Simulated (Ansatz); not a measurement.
# In2O: the cost of one run

Computed with Ansatz 0.2.0 (DFT PBEsol, scalar-relativistic, plane waves, PAW, unless a step's input says otherwise).

1 further run of the same task is left out (set aside as unsound or not needed).

**1. The system as given**

Symmetry: Fm-3m, No. 225, cubic system. The conventional cell has a = 5.523 Å, b = 5.523 Å, c = 5.523 Å, α = 90.00°, β = 90.00°, γ = 90.00°. Around In (site symmetry -43m) lie 4 O at 2.39 Å. O (site symmetry m-3m) is surrounded by 8 In at 2.39 Å.

Coordinates:

```cif
data_structure
_symmetry_space_group_name_H-M 'P 1'
_symmetry_Int_Tables_number 1
_cell_length_a 3.9055
_cell_length_b 3.9055
_cell_length_c 3.9055
_cell_angle_alpha 60.000
_cell_angle_beta 60.000
_cell_angle_gamma 60.000
_cell_volume 42.12
loop_
_atom_site_label
_atom_site_type_symbol
_atom_site_fract_x
_atom_site_fract_y
_atom_site_fract_z
_atom_site_occupancy
In1 In 0.25000 0.25000 0.25000 1
In2 In 0.75000 0.75000 0.75000 1
O1 O 0.00000 0.00000 0.00000 1
```

This is a trial structure built by rule; it need not be a known or stable form of this composition.

(A quick probe on a coarse mesh, which set the mesh and smearing, is not shown.)

**3. A loose first relaxation**

Input file input.yaml:

```yaml
crystal:
  lattice:
    - [0.0, 2.7616363636, 2.7616363636]
    - [2.7616363636, 0.0, 2.7616363636]
    - [2.7616363636, 2.7616363636, 0.0]
  atoms:
    - { symbol: In, position: [0.25, 0.25, 0.25] }
    - { symbol: In, position: [0.75, 0.75, 0.75] }
    - { symbol: O, position: [0.0, 0.0, 0.0] }
basis:
  ecutwfc: 420
kpoints:
  mp_grid: { grid: [6, 6, 6] }
hamiltonian:
  xc: pbesol
scf:
  occupations: { method: gaussian, width: 0.1 }
output:
  forces: true
  stress: true
  eigenvalues: true
relax:
  adjacent_minimum: "off"
  f_tol: 0.05
  max_steps: 80
  cell: { stress_tol: 0.5 }
```

On the command line:

```console
$ ansatz run input.yaml --threads 2 --pin off --max-ram 7168MiB --backend cpu --events-out ev --progress --plain --runs-dir out
```

**Question.** How long does this run take on 2 threads of Intel Xeon 6975P-C (Granite Rapids), shared host, and how much memory does it need?

About 3 s, with a peak of 0.39 GiB.
